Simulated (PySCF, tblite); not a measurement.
# C6H7F+ (doublet): geometry, infrared bands and EPR parameters

Wanted: the infrared bands and EPR parameters of C6H7F+ (doublet) (`C[C+]1C=CC[C]1F`), by calculation.

Computed with tblite 0.8.0 and PySCF 2.14.0, with density-fitted response routines of our own, on a single molecule in the gas phase. Atoms count from 0, in the outputs and in this text.

## (1) Starting geometry

14 atoms, charge 1, multiplicity 2; geometry from: force field or distance geometry start.

Bonds of the start (Å): C0–C1 1.49, C1–C2 1.46, C2–C3 1.32, C3–C4 1.50, C4–C5 1.52, C5–F6 1.37, C5–C1 1.51, C0–H7 1.10, C0–H8 1.11, C0–H9 1.13, C2–H10 1.09, C3–H11 1.08, C4–H12 1.12, C4–H13 1.10.

## (2) Relaxing the molecule with GFN2-xTB

Job settings and geometry (Å):

```
{"job": {"kind": "relax", "xc": "GFN2-xTB", "basis": "xTB"}, "charge": 1, "multiplicity": 2}
C      2.006600     0.163600     0.161700
C      0.570300     0.167000    -0.231000
C     -0.389400     1.261300    -0.096700
C     -1.584300     0.705300     0.031900
C     -1.473900    -0.789200     0.029200
C     -0.235300    -0.959100    -0.829900
F      0.377600    -2.176400    -0.680400
H      2.486600     1.051100    -0.280900
H      2.518400    -0.771700    -0.163700
H      2.069000     0.145100     1.290000
H     -0.170800     2.332600    -0.125700
H     -2.525300     1.217300     0.156900
H     -1.289400    -1.051000     1.100900
H     -2.360700    -1.296500    -0.384600
```

The run is started by

```sh
OMP_NUM_THREADS=1 python probes_run.py task.json out
```

The driver reads the jobs from task.json and runs them one after another.

Log:

```text
step      E/eV     max force
  0    -559.43315    5.861
  1    -560.04350    4.125
  2    -560.60023    1.918
  3    -560.72840    0.846
  4    -560.77844    0.732
  5    -560.83746    0.817
  6    -560.88853    0.725
  7    -560.91864    0.588
  8    -560.95153    0.468
  9    -560.98384    0.504
 10    -561.01749    0.495
 11    -561.04456    0.403
 12    -561.06377    0.360
 13    -561.08214    0.507
 14    -561.10914    0.584
 15    -561.14026    0.517
 16    -561.16868    0.501
 17    -561.19455    0.472
 18    -561.21656    0.336
 19    -561.23172    0.320
 20    -561.24459    0.310
 21    -561.25692    0.343
 22    -561.26979    0.325
 23    -561.28344    0.303
 24    -561.29268    0.243
 25    -561.29933    0.217
 26    -561.30275    0.155
 27    -561.30507    0.117
 28    -561.30749    0.103
 29    -561.31052    0.153
 30    -561.31344    0.154
 31    -561.31531    0.089
 32    -561.31621    0.064
 33    -561.31688    0.061
 34    -561.31758    0.071
 35    -561.31811    0.059
 36    -561.31838    0.032
 37    -561.31851    0.029
 38    -561.31863    0.030
 39    -561.31880    0.045
 40    -561.31898    0.037
 41    -561.31915    0.035
 42    -561.31928    0.032
 43    -561.31938    0.026
 44    -561.31945    0.019
 45    -561.31948    0.014
 46    -561.31950    0.012
 47    -561.31952    0.013
 48    -561.31955    0.013
 49    -561.31957    0.010
 50    -561.31958    0.009
```

Run time: 0.7 s. Hardware: 1 thread of Intel Xeon at 2.70GHz, shared host.

Relaxation path: (not every step is listed)

```tsv
step	energy from step 0 (eV)	largest force (eV/Å)
0	0.0000	5.8615
1	-0.6104	4.1249
2	-1.1671	1.9175
3	-1.2953	0.8458
4	-1.3453	0.7318
5	-1.4043	0.8167
6	-1.4554	0.7249
7	-1.4855	0.5880
8	-1.5184	0.4684
11	-1.6114	0.4029
14	-1.6760	0.5845
17	-1.7614	0.4719
20	-1.8114	0.3095
23	-1.8503	0.3026
26	-1.8696	0.1547
29	-1.8774	0.1531
32	-1.8831	0.0643
35	-1.8850	0.0586
38	-1.8855	0.0300
41	-1.8860	0.0347
44	-1.8863	0.0190
45	-1.8863	0.0143
46	-1.8863	0.0117
47	-1.8864	0.0132
48	-1.8864	0.0130
49	-1.8864	0.0099
50	-1.8864	0.0088
```

Close pairs (by a distance rule), those that changed most:

```tsv
bond	before (Å)	after (Å)	change (Å)
C1–C5	1.509	1.408	-0.101
C5–F6	1.371	1.296	-0.075
C2–C3	1.324	1.367	+0.043
C1–C2	1.462	1.422	-0.040
C4–C5	1.517	1.478	-0.039
C0–H9	1.130	1.098	-0.032
C0–C1	1.489	1.461	-0.028
C0–H8	1.115	1.089	-0.026
```

The end geometry stands in the next job.

## (3) Infrared spectrum with GFN2-xTB

Job settings and geometry (Å):

```
{"job": {"kind": "ir", "xc": "GFN2-xTB", "basis": "xTB"}, "charge": 1, "multiplicity": 2}
C      2.071508     0.229070    -0.032182
C      0.613766     0.129568    -0.015539
C     -0.328861     1.190031     0.080285
C     -1.603842     0.696149     0.075273
C     -1.590397    -0.789030    -0.030718
C     -0.137895    -1.058982    -0.084838
F      0.362508    -2.249612    -0.189727
H      2.399732     1.143076    -0.527579
H      2.533014    -0.649834    -0.480291
H      2.450877     0.296542     0.995828
H     -0.058260     2.229253     0.145908
H     -2.509742     1.274112     0.138423
H     -2.080591    -1.281077     0.818488
H     -2.122495    -1.159740    -0.915498
```

Log:

```text
mode    cm-1     km/mol
  1      32.0      7.54
  2     158.7     11.88
  3     242.3      4.43
  4     251.1      0.26
  5     349.1      3.99
  6     426.4      5.12
  7     555.0      2.24
  8     573.5      6.99
  9     701.5      8.02
 10     705.7     51.23
 11     822.1     11.29
 12     862.6      7.61
 13     883.6      5.43
 14     941.8     26.08
 15     969.6      5.31
 16     990.6     14.36
 17    1004.9      3.83
 18    1046.7     49.71
 19    1123.8     30.00
 20    1189.3      0.28
 21    1241.1     35.60
 22    1297.2    148.74
 23    1326.5    364.73
 24    1334.9     59.89
 25    1354.0      2.45
 26    1394.3     34.51
 27    1432.7     68.59
 28    1461.0    210.65
 29    1507.0    185.64
 30    2908.3     27.30
 31    2912.6     51.74
 32    2949.7     37.01
 33    3014.5     48.67
 34    3036.1      5.08
 35    3127.7     19.40
 36    3144.3     16.62
```

It took 0.89 s on 1 thread of Intel Xeon at 2.70GHz, shared host.

Which atoms move in the most intense modes:

```tsv
cm⁻¹	km/mol	atoms
706	51.2	H11 46 %, H13 13 %, H12 10 %
1297	148.7	C1 19 %, C5 14 %, H13 14 %, H12 14 %
1326	364.7	H7 35 %, H9 27 %, H8 13 %, C0 10 %
1335	59.9	H12 29 %, H13 29 %, H8 11 %
1433	68.6	C1 20 %, H7 19 %, C5 19 %, H8 15 %
1461	210.7	C3 42 %, C2 41 %
1507	185.6	C5 43 %, C1 36 %
2913	51.7	H9 91 %
```

## (4) g tensor and hyperfine couplings: B3LYP/pcH-1

Same as in step 3 but for these lines:

```diff
@@ -1,2 +1,2 @@
-{"job": {"kind": "ir", "xc": "GFN2-xTB", "basis": "xTB"}, "charge": 1, "multiplicity": 2}
+{"job": {"kind": "epr", "basis": "pcH-1"}, "charge": 1, "multiplicity": 2}
 C      2.071508     0.229070    -0.032182
```

Level: UKS B3LYP, pcH-1 on C F H, non-relativistic, mean-field spin-orbit, GIAO.

Log:

```text
UKS, coarse grid
  cycle   1  E = -332.32066529  |g| = 4.00e-01
  cycle   2  E = -332.22430966  |g| = 6.54e-01
  cycle   3  E = -332.38532613  |g| = 6.50e-02
  cycle   4  E = -332.38667780  |g| = 3.71e-02
  cycle   5  E = -332.38733893  |g| = 1.03e-02
  cycle   6  E = -332.38739357  |g| = 4.88e-03
  cycle   7  E = -332.38741227  |g| = 1.71e-03
  cycle   8  E = -332.38741628  |g| = 9.51e-04
UKS, final grid
  cycle   1  E = -332.38739427  |g| = 1.27e-03
  cycle   2  E = -332.38739348  |g| = 1.86e-03
  cycle   3  E = -332.38739503  |g| = 1.73e-04
  cycle   4  E = -332.38739505  |g| = 7.28e-05
  cycle   5  E = -332.38739506  |g| = 5.13e-05
  cycle   6  E = -332.38739506  |g| = 7.36e-06
E = -332.38739506 Eh   <S^2> = 0.7616 (exact 0.7500)
g shifts (ppm)      1          2          3
  rmc          -181       -181       -181
  gc             -1         41         32
  oz_so         -30       1243       2062
  total        -212       1103       1913
hyperfine (MHz)  atom isotope    a_iso     a_fc   dipolar eigenvalues
    0   13C      -7.54      -7.54     -2.08     -0.08      2.16
    1   13C       3.18       3.18    -16.93    -14.44     31.38
    2   13C     -16.99     -16.99     -0.85      0.26      0.59
    3   13C      34.70      34.70    -36.15    -34.67     70.82
    4   13C     -19.77     -19.77     -1.07      0.02      1.05
    5   13C      34.50      34.50    -39.73    -38.91     78.64
    6   19F      94.88      94.88   -196.40   -182.59    378.99
    7    1H      17.31      17.31     -2.32     -1.49      3.81
    8    1H       8.80       8.80     -2.95     -1.39      4.34
    9    1H      56.82      56.82     -2.85     -1.68      4.53
   10    1H      -1.69      -1.69     -3.20     -2.88      6.08
   11    1H     -31.32     -31.32    -17.47     -2.25     19.72
   12    1H       0.89       0.89     -4.99      0.02      4.98
   13    1H       1.02       1.02     -4.98     -0.00      4.98
```

Run time: 78 s. Hardware: 1 thread of Intel Xeon at 2.70GHz, shared host; peak memory 0.97 GiB.

Principal g values 2.00211, 2.00342, 2.00423; g(iso) = 2.00325, against 2.00232 for a free electron.

Hyperfine couplings; where a row names several nuclei, a(iso) is their mean (it holds for fast rotation or exchange) and the dipolar term the largest among them:

```tsv
nuclei	isotope	a(iso) (MHz)	a(iso) (G, at g = 2.0023)	largest dipolar term (MHz)
F6	19F	94.9	33.9	379.0
C3	13C	34.7	12.4	70.8
C5	13C	34.5	12.3	78.6
H11	1H	-31.3	-11.2	19.7
H7, H8, H9	1H	27.6	9.9	4.5
C4	13C	-19.8	-7.1	-1.1
C2	13C	-17.0	-6.1	-0.9
C0	13C	-7.5	-2.7	2.2
C1	13C	3.2	1.1	31.4
H10	1H	-1.7	-0.6	6.1
H12, H13	1H	1.0	0.3	-5.0
```

Mulliken spin populations:

C0 -0.01; C1 0.16; C2 -0.03; C3 0.44; C4 -0.05; C5 0.41; F6 0.07; H7 0.01; H8 0.00; H9 0.02; H10 0.00; H11 -0.02; H12 0.00; H13 0.00

In first order the couplings over 0.8 MHz of 19F, 1H give 96 distinct lines over 75.9 G, if the averaged nuclei exchange fast.

Orbitals, density, ELF and potential are computed afterwards from the orbital file.

ELF in a plane through or near 9 of the atoms.

Ten even steps from ' ' (0.00) to '@' (1.00):
```
                                                        
                                                        
                                                        
                      ##@@@@##..                        
                    ==@@@@@@@@++      ::++==            
                    --@@@@@@@@**....##@@@@@@%%          
          ::==--      ##@@@@@@++====@@@@@@@@@@::        
        ..**%%@@**::  ::++::@@==@@::==@@@@@@##..        
        ..**%%@@##==--++%%##==##%%==::****==..          
          --**++::--@@..--++==  ::%%@@%%::              
          ::++--++--@@::--##**::==++..==--::            
        ..**@@@@@@**--==####--==@@==..--**==..          
        ::%%@@@@@@**    ::--::--%%**++**++--            
          **@@@@**..  ==**##%%++::  ......              
            ----    ::##%%::**##==                      
                    ..++##%%%%##++                      
                      ..::====--::                      
                                                        
                                                        
                                                        
```
The map spans 10.3 Å across and 9.8 Å up, centred on the molecule. Atoms in the plane (x, y in Å): C0 (-2.1, -0.1), C1 (-0.6, 0.0), C2 (0.2, 1.2), C3 (1.5, 0.9), C4 (1.7, -0.6), C5 (0.3, -1.0), F6 (-0.1, -2.3), H10 (-0.2, 2.2), H11 (2.3, 1.6).

log10 of the density (e/Å³) in the same plane.

Values, 10 rows by 14 columns:
```
-4.0 -4.0 -4.0 -4.0 -4.0 -4.0 -4.0 -4.0 -4.0 -4.0 -4.0 -4.0 -4.0 -4.0
-4.0 -4.0 -4.0 -4.0 -4.0 -3.6 -3.0 -3.0 -3.4 -4.0 -4.0 -4.0 -4.0 -4.0
-4.0 -4.0 -4.0 -3.6 -3.2 -2.0 -1.0 -1.0 -1.8 -2.0 -2.0 -2.7 -3.9 -4.0
-4.0 -3.7 -2.7 -1.8 -1.8 -1.4 -0.1  0.2 -0.3 -0.2 -0.1 -1.4 -3.0 -4.0
-4.0 -3.0 -1.8 -0.4 -0.2 -0.5  0.1  0.3  0.3  0.8 -0.5 -1.7 -3.0 -4.0
-4.0 -2.9 -1.7 -0.2  1.5  0.2  0.7  0.0 -0.2  0.4 -0.4 -1.6 -2.8 -4.0
-4.0 -3.3 -1.9 -0.5 -0.4 -1.1 -0.4  1.0  0.1 -0.1 -0.5 -1.6 -2.8 -4.0
-4.0 -4.0 -3.1 -2.2 -2.0 -1.2  0.4  1.5 -0.5 -1.8 -2.0 -2.7 -3.6 -4.0
-4.0 -4.0 -4.0 -4.0 -3.7 -2.1 -1.1 -0.8 -1.5 -3.2 -3.7 -4.0 -4.0 -4.0
-4.0 -4.0 -4.0 -4.0 -4.0 -4.0 -3.7 -3.5 -4.0 -4.0 -4.0 -4.0 -4.0 -4.0
```
The map spans 10.3 Å across and 9.8 Å up, centred on the molecule. Atoms in the plane (x, y in Å): C0 (-2.1, -0.1), C1 (-0.6, 0.0), C2 (0.2, 1.2), C3 (1.5, 0.9), C4 (1.7, -0.6), C5 (0.3, -1.0), F6 (-0.1, -2.3), H10 (-0.2, 2.2), H11 (2.3, 1.6).

On the surface of density 0.002 e/bohr³ the electrostatic potential runs, from the 1st to the 99th percentile, from 3.59 V near F6 to 5.76 V near C5.

The spin density lies nearest to C3, C5 about 30 % each; C1 14 %; F6 8 %.

## (5) What came out

| quantity | value |
| --- | --- |
| strongest single infrared mode (GFN2-xTB) | 1326 cm⁻¹, 365 km/mol |
| zero-point energy (GFN2-xTB) | 67.6 kcal/mol |
| g(iso) (B3LYP) | 2.00325 |
| ⟨S²⟩ | 0.762 (exact 0.75) |
| largest a(iso) (averaged by class) | 19F on F6, 94.9 MHz |

Relaxing lowered the energy by 1.886 eV in 50 steps; the close pair that moved most is C1–C5, from 1.509 to 1.408 Å. No mode is imaginary among the 36: a minimum at this level. The strongest single mode, at 1326 cm⁻¹, is carried by H7, H9, H8, C0. GFN2-xTB is a fitted tight-binding method: band positions and strengths are rough. Its intensities can rank the bands wrongly. The largest spin populations lie on C3 (0.44 e), C5 (0.41 e). The isotropic g lies 0.9 ppt above the free-electron value.
